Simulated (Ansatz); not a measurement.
# TiSb2: the cost of one run

Method: DFT r2SCAN, scalar-relativistic, plane waves, PAW, in Ansatz 0.2.0.

### 1 The system as given

Symmetry: I4/mcm, No. 140, tetragonal system. Conventional cell: a = 6.660 Å, b = 6.660 Å, c = 5.818 Å, α = 90.00°, β = 90.00°, γ = 90.00°. Around Ti (site symmetry 422) lie 2 Ti at 2.91 Å and 8 Sb at 2.92 Å. Sb (site symmetry m2m) is surrounded by 1 Sb at 2.85 Å and 4 Ti at 2.92 Å.

Structure file:

```xyz
6
Lattice="-3.3300 3.3300 2.9090 3.3300 -3.3300 2.9090 3.3300 3.3300 -2.9090" Properties=species:S:1:pos:R:3 pbc="T T T"
Ti    0.0000    0.0000    1.4545
Ti    0.0000    0.0000    4.3635
Sb    1.0094    4.3394    0.0000
Sb    2.3206    1.0094    0.0000
Sb    2.3206   -1.0094    2.9090
Sb    1.0094    2.3206    2.9090
```

The structure comes from the Crystallography Open Database.

(A quick probe on a coarse mesh, which set the mesh and smearing, is not shown.)

### 3 The relaxation

Contents of input.yaml:

```yaml
crystal:
  lattice:
    - [-3.33, 3.33, 2.909]
    - [3.33, -3.33, 2.909]
    - [3.33, 3.33, -2.909]
  atoms:
    - { symbol: Ti, position: [0.25, 0.25, 0.0] }
    - { symbol: Ti, position: [0.75, 0.75, 0.0] }
    - { symbol: Sb, position: [0.65156, 0.15156, 0.80312] }
    - { symbol: Sb, position: [0.15156, 0.34844, 0.5] }
    - { symbol: Sb, position: [0.34844, 0.84844, 0.19688] }
    - { symbol: Sb, position: [0.84844, 0.65156, 0.5] }
basis:
  ecutwfc: 500
kpoints:
  mp_grid: { grid: [8, 8, 8] }
hamiltonian:
  xc: r2scan
scf:
  occupations: { method: gaussian, width: 0.1 }
output:
  forces: true
  stress: true
  eigenvalues: true
relax:
  adjacent_minimum: "off"
  f_tol: 0.005
  max_steps: 80
  cell: { stress_tol: 0.05 }
```

The run is started by

```console
$ ansatz run input.yaml --threads 2 --pin off --max-ram 5120MiB --backend cpu --events-out ev --progress --plain --runs-dir out
```

**Question.** How long does this run take on 2 threads of Intel Xeon at 2.50GHz (Skylake/Cascade Lake), shared host, and how much memory does it need?

About 4.3 min, with a peak of 1.1 GiB.
